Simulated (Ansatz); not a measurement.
# CH₈OSi₃: small, medium and large basis sets

One table from this session's results is given with a row withheld; the runs are named, their logs left out.

Program: Ansatz 0.2.0, Gaussian basis. Level of theory: one geometry, several basis sets. These are calculated values, not measurements.

The runs, in order: PBE0-D4/def2-SVP; ωB97M-V/def2-SVP; PBE0-D4/def2-QZVPP; ωB97M-V/def2-QZVPP; the functionals' def2-TZVPP values are taken from earlier runs.

## Structure used throughout

The geometry comes from an earlier relaxation with PBE0-D4 in a triple-zeta def2 set; it is a stationary point, not always the lowest conformer.

SMILES `OC[SiH]1[SiH2][SiH2]1`, 13 atoms, charge 0, spin multiplicity 1.

Atoms are counted from 1 here; the program's logs count them from 0.

Bond lengths: O1–C2 1.416 Å, O1–H6 0.961 Å, C2–Si3 1.892 Å, C2–H7 1.099 Å, C2–H8 1.099 Å, Si3–Si4 2.331 Å, Si3–Si5 2.325 Å, Si3–H9 1.485 Å, Si4–Si5 2.334 Å, Si4–H10 1.484 Å, Si4–H11 1.486 Å, Si5–H12 1.484 Å, Si5–H13 1.485 Å. Angles: C2–O1–H6 108.7°, O1–C2–Si3 109.3°, O1–C2–H7 111.9°, O1–C2–H8 112.2°, Si3–C2–H7 108.0°, Si3–C2–H8 108.2°, H7–C2–H8 107.1°, C2–Si3–Si4 117.1°, C2–Si3–Si5 119.3°, C2–Si3–H9 114.2°, Si4–Si3–Si5 60.2°, Si4–Si3–H9 117.8°, Si5–Si3–H9 118.0°, Si3–Si4–Si5 59.8°, Si3–Si4–H10 119.9°, Si3–Si4–H11 118.1°, Si5–Si4–H10 119.6°, Si5–Si4–H11 117.5° and more.

Set-up of the first run:

The input, in.yaml:

```yaml
crystal:
  periodic: [false, false, false]
  atoms:
    - {symbol: O, position_ang: [-1.912131, -0.076730, 1.880466]}
    - {symbol: C, position_ang: [-1.363095, -0.773961, 0.777601]}
    - {symbol: Si, position_ang: [0.457480, -0.299267, 0.581922]}
    - {symbol: Si, position_ang: [1.356274, -0.393889, -1.566939]}
    - {symbol: Si, position_ang: [1.005936, 1.667083, -0.529891]}
    - {symbol: H, position_ang: [-2.824872, -0.353784, 1.995708]}
    - {symbol: H, position_ang: [-1.417934, -1.863500, 0.911944]}
    - {symbol: H, position_ang: [-1.881585, -0.537440, -0.162040]}
    - {symbol: H, position_ang: [1.321465, -0.724302, 1.712542]}
    - {symbol: H, position_ang: [2.741493, -0.887774, -1.767222]}
    - {symbol: H, position_ang: [0.452202, -0.761388, -2.687150]}
    - {symbol: H, position_ang: [2.182501, 2.454695, -0.085393]}
    - {symbol: H, position_ang: [-0.097432, 2.515358, -1.046648]}
basis:
  gaussian: {orbitals: def2-SVP}
hamiltonian: {xc: pbe0, dispersion: d4}
output: {orbitals: {seedname: orbitals}}
```

Among the steps run: PBE0-D4 in def2-SVP; ωB97M-V in def2-SVP; PBE0-D4 in def2-QZVPP; ωB97M-V in def2-QZVPP.

One table of the session follows, with a row left open; its other results are not shown here.

It belongs to the step «Functionals by basis». 

| functional | basis | HOMO (eV) |
| --- | --- | --- |
| PBE0-D4 | def2-SVP | ? |
| PBE0-D4 | def2-TZVPP | -6.73 |
| PBE0-D4 | def2-QZVPP | -6.74 |
| ωB97M-V | def2-SVP | -8.64 |
| ωB97M-V | def2-TZVPP | -8.66 |
| ωB97M-V | def2-QZVPP | -8.67 |

Q: Estimate the row for PBE0-D4, def2-SVP from the others.

As computed: HOMO (eV): -6.75. In the column «HOMO (eV)» it lies between ωB97M-V, def2-SVP (-8.64) and PBE0-D4, def2-QZVPP (-6.74).
